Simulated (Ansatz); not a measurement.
# C5H15NS3Ti: up Jacob's ladder to CCSD(T)

The task here is to estimate one member of a computed series from the others.

The runs use Ansatz 0.2.0, Gaussian basis; functionals in def2-TZVPP, the program's frozen cores in correlated methods.

The runs, in order: LDA (SPW92), PBE-D4, revPBE-D4, BLYP-D4, B97M-V, B3LYP-D4, r2SCANh-D4, r2SCAN0-D4, HSE06-D4, BHLYP-D4, CAM-B3LYP-D4, LC-ωPBE, ωB97X-V, ωB97M-V, B2PLYP, PBE-QIDH; CCSD(T)/def2-SVP.

2 further runs of the same task are left out: 1 for a known fault of the program, 1 that didn't finish.

## The geometry

All runs share one geometry, relaxed beforehand with PBE0-D4 in a triple-zeta def2 set.

25 atoms, charge 0, spin multiplicity 1.

Atoms are counted from 1 here; the program's logs count them from 0.

Bond lengths: C1–S2 1.822 Å, C1–H11 1.090 Å, C1–H12 1.089 Å, C1–H13 1.090 Å, S2–Ti3 2.287 Å, Ti3–S4 2.278 Å, Ti3–S6 2.293 Å, Ti3–N8 1.855 Å, S4–C5 1.823 Å, C5–H14 1.097 Å, C5–H15 1.090 Å, C5–H16 1.089 Å, S6–C7 1.817 Å, C7–H17 1.089 Å, C7–H18 1.088 Å, C7–H19 1.090 Å, N8–C9 1.448 Å, N8–C10 1.439 Å and more. Angles: S2–C1–H11 111.9°, S2–C1–H12 110.0°, S2–C1–H13 107.7°, H11–C1–H12 108.9°, H11–C1–H13 108.7°, H12–C1–H13 109.6°, C1–S2–Ti3 100.3°, S2–Ti3–S4 109.6°, S2–Ti3–S6 106.4°, S2–Ti3–N8 108.3°, S4–Ti3–S6 113.8°, S4–Ti3–N8 108.4°, S6–Ti3–N8 110.2°, Ti3–S4–C5 90.3°, S4–C5–H14 112.6°, S4–C5–H15 108.9°, S4–C5–H16 109.5°, H14–C5–H15 107.3° and more.

Set-up of the first run:

in.yaml reads:

```yaml
crystal:
  periodic: [false, false, false]
  atoms:
    - {symbol: C, position_ang: [-0.188511, 1.827902, 2.616649]}
    - {symbol: S, position_ang: [0.808346, 0.343470, 2.265916]}
    - {symbol: Ti, position_ang: [-0.197766, -0.381664, 0.343998]}
    - {symbol: S, position_ang: [-2.459904, -0.380845, 0.616358]}
    - {symbol: C, position_ang: [-2.334578, -1.799129, 1.754412]}
    - {symbol: S, position_ang: [0.679887, -2.452508, -0.104058]}
    - {symbol: C, position_ang: [1.987810, -2.182341, -1.335790]}
    - {symbol: N, position_ang: [0.227953, 0.803532, -1.018682]}
    - {symbol: C, position_ang: [-0.393214, 0.479522, -2.285854]}
    - {symbol: C, position_ang: [1.051421, 1.983133, -1.061167]}
    - {symbol: H, position_ang: [-0.433268, 2.376871, 1.707227]}
    - {symbol: H, position_ang: [-1.113215, 1.545716, 3.118035]}
    - {symbol: H, position_ang: [0.399193, 2.474722, 3.268888]}
    - {symbol: H, position_ang: [-1.298996, -2.018029, 2.044098]}
    - {symbol: H, position_ang: [-2.883541, -1.568578, 2.666893]}
    - {symbol: H, position_ang: [-2.751122, -2.685618, 1.278831]}
    - {symbol: H, position_ang: [1.560713, -1.853876, -2.282391]}
    - {symbol: H, position_ang: [2.706813, -1.445745, -0.981831]}
    - {symbol: H, position_ang: [2.498524, -3.132786, -1.490170]}
    - {symbol: H, position_ang: [0.362937, 0.328865, -3.067404]}
    - {symbol: H, position_ang: [-1.070092, 1.278974, -2.612742]}
    - {symbol: H, position_ang: [-0.984424, -0.439398, -2.206956]}
    - {symbol: H, position_ang: [1.861605, 1.866971, -1.793919]}
    - {symbol: H, position_ang: [0.464897, 2.863814, -1.355807]}
    - {symbol: H, position_ang: [1.498524, 2.167033, -0.084546]}
basis:
  gaussian: {orbitals: def2-TZVPP}
hamiltonian: {xc: lda}
output: {orbitals: {seedname: orbitals}}
```

Steps of the session up to this table: LDA; PBE-D4 (GGA); revPBE-D4 (GGA); BLYP-D4 (GGA); B97M-V (meta-GGA); B3LYP-D4 (hybrid); r2SCANh-D4 (hybrid); r2SCAN0-D4 (hybrid); HSE06-D4 (hybrid); BHLYP-D4 (hybrid); CAM-B3LYP-D4 (range-separated); LC-ωPBE (range-separated); ωB97X-V (range-separated); ωB97M-V (range-separated); B2PLYP (double hybrid); PBE-QIDH (double hybrid).

One of the session's tables, all rows but one given; the rest of the session is left out.

It belongs to the step «Frontier levels by functional». 

| functional | HOMO (eV) | LUMO (eV) | gap (eV) |
| --- | --- | --- | --- |
| LDA (SPW92) | -5.61 | -3.06 | 2.55 |
| PBE-D4 | -5.49 | -2.86 | 2.63 |
| revPBE-D4 | -5.43 | -2.78 | 2.65 |
| BLYP-D4 | ? | ? | ? |
| B97M-V | -5.84 | -2.80 | 3.04 |
| B3LYP-D4 | -6.39 | -2.16 | 4.24 |
| r2SCANh-D4 | -6.15 | -2.41 | 3.73 |
| r2SCAN0-D4 | -6.78 | -1.87 | 4.92 |
| HSE06-D4 | -6.23 | -2.31 | 3.92 |
| BHLYP-D4 | -7.64 | -0.82 | 6.81 |
| CAM-B3LYP-D4 | -7.88 | -0.87 | 7.01 |
| LC-ωPBE | -9.22 | 0.15 | 9.37 |
| ωB97X-V | -8.89 | 0.14 | 9.03 |
| ωB97M-V | -8.74 | 0.12 | 8.86 |

Q: Estimate the row for BLYP-D4 from the others.

Worked estimate for «HOMO (eV)». Against the share of exact exchange, B3LYP-D4 (0.2, -6.39), BHLYP-D4 (0.5, -7.64) give a slope of -4.17 per unit share; at 0 the line stands at -5.56.

The run gave: HOMO (eV): -5.32; LUMO (eV): -2.72; gap (eV): 2.61. In «HOMO (eV)» the line misses by -0.24.
